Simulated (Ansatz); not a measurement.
BBr, a scan of the bond length

Computed with Ansatz's Python interface.

The script reads `bbr.xyz`:
```text
2

B     0.00000    0.00000    0.00000
Br    0.00000    0.00000    1.93000
```

Notebook, run cell by cell (the value of a cell's last expression is shown):

**Cell 1**
```python
import warnings

import ansatz as az
from ase.data import atomic_masses, atomic_numbers
import matplotlib.pyplot as plt
import numpy as np
```

**Cell 2**
```python
warnings.simplefilter('ignore', az.DeckWarning)
```

**Cell 3**
```python
mol = az.Crystal.molecule_from_extxyz('bbr.xyz')

symbols = [site.symbol for site in mol.cartesian_sites]
start = np.array([site.position_ang for site in mol.cartesian_sites])
axis = (start[1] - start[0]) / np.linalg.norm(start[1] - start[0])
moving = [1]
lengths, energies = [1.698, 1.776, 1.853, 1.93, 2.007, 2.084, 2.162, 2.277], []
for length in lengths:
    xyz = start.copy()
    xyz[moving] += (length - np.linalg.norm(start[1] - start[0])) * axis
    point = az.Crystal.molecule()
    for symbol, place in zip(symbols, xyz):
        point = point.atom(symbol, place.tolist())
    model = (
        point.calculation()
        .basis(gaussian='def2-SVP')
        .functional('pbe', dispersion='d3bj')
    )
    data = model.run(threads=1).report
    energies.append(data['free_energy_ev'])
    print(f'r = {length:6.3f} A  E = {energies[-1]:.5f} eV  <S^2> = {abs(data["mean_field"]["state"]["spin_squared"]):.3f}')
```
Output:
```text
r =  1.698 A  E = -70699.26531 eV  <S^2> = 0.000
r =  1.776 A  E = -70699.59883 eV  <S^2> = 0.000
r =  1.853 A  E = -70699.74716 eV  <S^2> = 0.000
r =  1.930 A  E = -70699.76951 eV  <S^2> = 0.000
r =  2.007 A  E = -70699.70399 eV  <S^2> = 0.000
r =  2.084 A  E = -70699.57783 eV  <S^2> = 0.000
r =  2.162 A  E = -70699.40820 eV  <S^2> = 0.000
r =  2.277 A  E = -70699.11104 eV  <S^2> = 0.000
```

**Cell 4**
```python
# quartic fit about the minimum
fit = np.polynomial.Polynomial.fit(lengths, np.array(energies) - min(energies), 4).convert()
roots = [r.real for r in fit.deriv().roots() if abs(r.imag) < 1e-9 and fit.deriv(2)(r.real) > 0]
r_e = min(roots, key=lambda r: abs(r - lengths[int(np.argmin(energies))]))
print(f'minimum of the fit at {r_e:.4f} A, force constant {fit.deriv(2)(r_e):.2f} eV/A^2')
m1, m2 = (atomic_masses[atomic_numbers[s]] for s in symbols)
mu = m1 * m2 / (m1 + m2)
print(f'harmonic wavenumber {521.4709 * np.sqrt(fit.deriv(2)(r_e) / mu):.0f} 1/cm, rotational constant {16.857629 / (mu * r_e ** 2):.4f} 1/cm')
plt.figure(figsize=(4.5, 3))
plt.plot(lengths, np.array(energies) - min(energies), 'o-')
plt.xlabel('bond length (A)')
plt.ylabel('E - E(min) (eV)')
plt.tight_layout()
plt.savefig('scan.png', dpi=100)
```
Output:
```text
minimum of the fit at 1.9070 A, force constant 16.71 eV/A^2
harmonic wavenumber 691 1/cm, rotational constant 0.4868 1/cm
```

The lowest point is at 1.930 Å. At the shortest distance (1.70 Å) the energy is 0.50 eV higher, at the longest (2.28 Å) 0.66 eV.

Caveats:
- These settings explore the input space; basis and method may be short of convergence.
- The basis set is modest, and single-reference methods fail as a bond breaks.
- The orbitals are restricted, so S² is zero by construction.
- The spin state was assumed, and another may lie lower.
- The whole script took 4.1 s on 1 thread of Arm Neoverse V2 (shared host), peak memory 0.19 GiB.
